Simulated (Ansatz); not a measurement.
C2H4OSi, SMILES C=C1O[SiH2]1, harmonic frequencies at the relaxed geometry

Computed with Ansatz's Python interface.

Script `run_freq.py`:
```python
# -*- coding: utf-8 -*-
"""Vibrations of C2H4OSi."""

from dataclasses import dataclass
import itertools

import ansatz as az
from ase import Atoms
from ase.data import atomic_numbers, covalent_radii
from ase.thermochemistry import IdealGasThermo
import numpy as np


@dataclass
class RunConfig:
    basis: str = "6-31G*"
    functional: str = "HF"


cfg = RunConfig()

GEOMETRY = """
C    -0.14930    1.50840   -0.19440
C     0.00490    0.28090    0.06650
O     0.51290   -0.34090    1.10410
Si    0.09600   -1.39570   -0.12190
H    -0.65660    1.85900   -1.15400
H     0.09250    2.33880    0.50050
H     1.24160   -2.09210   -0.67040
H    -1.04980   -2.21550    0.41380
"""

system = az.Crystal.molecule()
for line in GEOMETRY.strip().splitlines():
    symbol, *xyz = line.split()
    system = system.atom(symbol, [float(v) for v in xyz])

job = system.calculation()
job = job.basis(gaussian=cfg.basis)
job = job.functional(cfg.functional)
symbols = [site.symbol for site in system.cartesian_sites]
start = np.array([site.position_ang for site in system.cartesian_sites], dtype=float)
data = job.relax(force_tolerance=0.003, max_steps=100).run(threads=1, pin="off").report
end = np.array(data["positions_ang"])

# pairs closer than 1.2 times the sum of covalent radii, before or after
radius = [covalent_radii[atomic_numbers[s]] for s in symbols]
span = lambda where, i, j: np.linalg.norm(where[i] - where[j])
bonded = [(i, j) for i, j in itertools.combinations(range(len(symbols)), 2) if min(span(start, i, j), span(end, i, j)) < 1.2 * (radius[i] + radius[j])]
print("pair        before    after (A)")
for i, j in bonded:
    print(f"{symbols[i]}{i}-{symbols[j]}{j}".ljust(10), f"{span(start, i, j):8.4f} {span(end, i, j):8.4f}")

# frequencies need a stationary point, so they are taken at the relaxed geometry
minimum = az.Crystal.molecule()
for symbol, place in zip(symbols, end):
    minimum = minimum.atom(symbol, place.tolist())
vibrating = minimum.calculation()
vibrating = vibrating.basis(gaussian=cfg.basis).functional(cfg.functional)
vibrating = vibrating.phonons(temperatures=(200, 600, 100))
vib = vibrating.run(threads=1, pin="off").report["vibrations"]
sums = vib["harmonic_sums"]
modes = [m["omega_inv_cm"] for m in sums["modes_at_gamma"] if m["rigid_motion"] == "no"]
print("frequencies (1/cm):", " ".join(f"{w:.0f}" for w in modes))
print("imaginary modes:", sum(w < 0 for w in modes), " zero-point energy:", round(sums["zero_point_energy_ev"], 4), "eV")
# rigid rotor and ideal gas, symmetry number taken as one
gas = IdealGasThermo(vib_energies=[w / 8065.544 for w in modes if w > 0], geometry="linear" if len(modes) == 3 * len(symbols) - 5 else "nonlinear",
                     atoms=Atoms(symbols, positions=end), symmetrynumber=1, spin=0.0)
print(f"H(298 K) - E = {gas.get_enthalpy(298.15, verbose=False):.4f} eV")
print(f"S(298 K, 1 bar) = {96485.33 * gas.get_entropy(298.15, 1e5, verbose=False):.1f} J/(mol K) with symmetry number 1")
```

```console
$ python run_freq.py
pair        before    after (A)
C0-C1        1.2644   1.3091
C0-H4        1.1407   1.0732
C0-H5        1.1095   1.0758
C1-O2        1.3120   1.4014
C1-Si3       1.6896   1.7777
O2-Si3       1.6702   1.6691
Si3-H6       1.4485   1.4638
Si3-H7       1.5073   1.4638
frequencies (1/cm): 313 360 614 703 717 747 815 868 991 1006 1086 1235 1559 1919 2453 2458 3341 3431
imaginary modes: 0  zero-point energy: 1.5259 eV
H(298 K) - E = 1.6688 eV
S(298 K, 1 bar) = 282.5 J/(mol K) with symmetry number 1
```

Caveats:
- The frequencies are harmonic and unscaled, in a modest basis. The result belongs to the one conformer reached from this start, and soft torsions count as harmonic oscillators.
- The entropy takes a symmetry number of 1; a symmetric molecule's is lower by R ln(sigma).
- The whole script took 86 s on 1 thread of Intel(R) Xeon(R) Platinum 8259CL CPU @ 2.50GHz (Skylake/Cascade Lake), on a shared host, peak memory 0.25 GiB.

(A comment or docstring line of the script was reworded after the run, the code is as it ran; lines on the test bed's own set-up are left out of the output.)
